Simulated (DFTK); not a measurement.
Here is a DFTK 0.8.2 calculation.

run.jl

```julia
using DFTK
using PseudoPotentialData
using Unitful, UnitfulAtomic
using LinearAlgebra, Printf
include("save.jl")
disable_threading()

# lattice vectors are the columns
lattice = austrip(1u"Å") * [ -1.6749232544   1.6749232544   1.6749232544;
             1.6749232544  -1.6749232544   1.6749232544;
             5.7401081759   5.7401081759  -5.7401081759]
symbols   = [:Nb, :Nb, :P, :P]
positions = [[0.2498808, 0.7498808, 0.5],
             [0.4998808, 0.4998808, 0.0],
             [0.83274777, 0.33274777, 0.5],
             [0.08274777, 0.08274777, 0.0]]
pseudopotentials = PseudoFamily("dojo.nc.sr.pbesol.v0_4_1.standard.upf")
elements = Dict(s => ElementPsp(s, pseudopotentials) for s in unique(symbols))
atoms    = [elements[s] for s in symbols]

build_model(lattice, positions; symmetries=true) =
    model_DFT(lattice, atoms, positions;
              functionals=PBEsol(),
              temperature=austrip(0.05u"eV"),
              smearing=Smearing.FermiDirac(),
              symmetries)
Ecut  = 41.0  # hartree
kgrid = [11, 11, 11]
tol   = 1e-6
to_GPa = ustrip(uconvert(u"GPa", 1u"hartree/bohr^3"))

model = build_model(lattice, positions)
basis = PlaneWaveBasis(model; Ecut, kgrid)
display(basis)
scfres = self_consistent_field(basis;
                               tol,
                               nbandsalg=AdaptiveBands(model; n_bands_converge=23))
display(scfres.energies)
@printf "Fermi level: %.6f eV\n" ustrip(auconvert(u"eV", something(scfres.εF, NaN)))
forces = compute_forces_cart(scfres)
println("Forces (eV/Å)")
for (s, f) in zip(symbols, forces)
    @printf "%-3s %12.6f %12.6f %12.6f\n" s ustrip.(auconvert.(u"eV/Å", f))...
end
stress = compute_stresses_cart(scfres)
println("Stress (GPa)")
display(round.(stress * to_GPa; digits=4))
println("Levels at the first k-point (eV): ", round.(ustrip.(auconvert.(u"eV", scfres.eigenvalues[1][1:scfres.n_bands_converge])); digits=4))
save_scf!(scfres; forces, stress)
```

Potentials or basis: dojo.nc.sr.pbesol.v0_4_1.standard.upf (PBEsol).

Command:

```sh
$ julia --threads=1 run.jl  # save.jl only writes the numbers to a file and isn't shown; printed stress counts tension as positive; times include loading and compiling
```

(1) Predict the largest force.

(2) Predict the band gap on the k mesh.

(3) What does it give for the pressure?

## Answers

(1) 0.017 eV/Å.

(2) none (metal or under the smearing width).

(3) -6.4 GPa.
